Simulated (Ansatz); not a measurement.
# MnS: the cost of one run

Method: DFT PBEsol, scalar-relativistic, plane waves, PAW, in Ansatz 0.2.0.

The COD entry's cell or inner coordinates are ideal or old and differ from later refinements, so a difference from it is no clean test against experiment.

### 1 Starting point

It takes space group P6_3mc (No. 186, hexagonal). The conventional cell has a = 3.893 Å, b = 3.893 Å, c = 6.272 Å, α = 90.00°, β = 90.00°, γ = 120.00°. Around Mn (site symmetry 3m) lie 4 S at 2.37 to 2.38 Å. Around S (site symmetry 3m) lie 4 Mn at 2.37 to 2.38 Å.

Coordinates:

```
CELL_PARAMETERS angstrom
3.89285 0.00000 0.00000
-1.94642 3.37131 0.00000
0.00000 0.00000 6.27160
ATOMIC_POSITIONS crystal
Mn 0.33333 0.66667 0.00279
Mn 0.66667 0.33333 0.50279
S 0.33333 0.66667 0.38221
S 0.66667 0.33333 0.88221
```

### 2 Volume x 0.97, shape and atoms relaxed

File input.yaml:

```yaml
crystal:
  lattice:
    - [3.8928495475, 0.0, 0.0]
    - [-1.9464247737, 3.3713066012, 0.0]
    - [0.0, 0.0, 6.2715968334]
  atoms:
    - { symbol: Mn, position: [0.3333333333, 0.6666666667, 0.0027944024], spin: 4.49 }
    - { symbol: Mn, position: [0.6666666667, 0.3333333333, 0.5027944024], spin: 4.49 }
    - { symbol: S, position: [0.3333333333, 0.6666666667, 0.3822055976], spin: 0.14 }
    - { symbol: S, position: [0.6666666667, 0.3333333333, 0.8822055976], spin: 0.14 }
basis:
  ecutwfc: 420
kpoints:
  mp_grid: { grid: [12, 12, 8] }
hamiltonian:
  xc: pbesol
scf:
  occupations: { method: gaussian, width: 0.1 }
output:
  forces: true
  stress: true
  eigenvalues: true
  populations: true
magnetization:
  spin_polarized: true
relax:
  adjacent_minimum: "off"
  f_tol: 0.01
  max_steps: 30
  cell: { stress_tol: 0.1, fix: [volume] }
```

Run with:

```sh
ansatz run input.yaml --threads 1 --pin off --max-ram 2560MiB --backend cpu --events-out ev --progress --plain --runs-dir out
```

Q: Estimate wall time and peak memory on 1 thread of Arm Neoverse V1, shared host.

About 2.3 min, with a peak of 0.6 GiB.
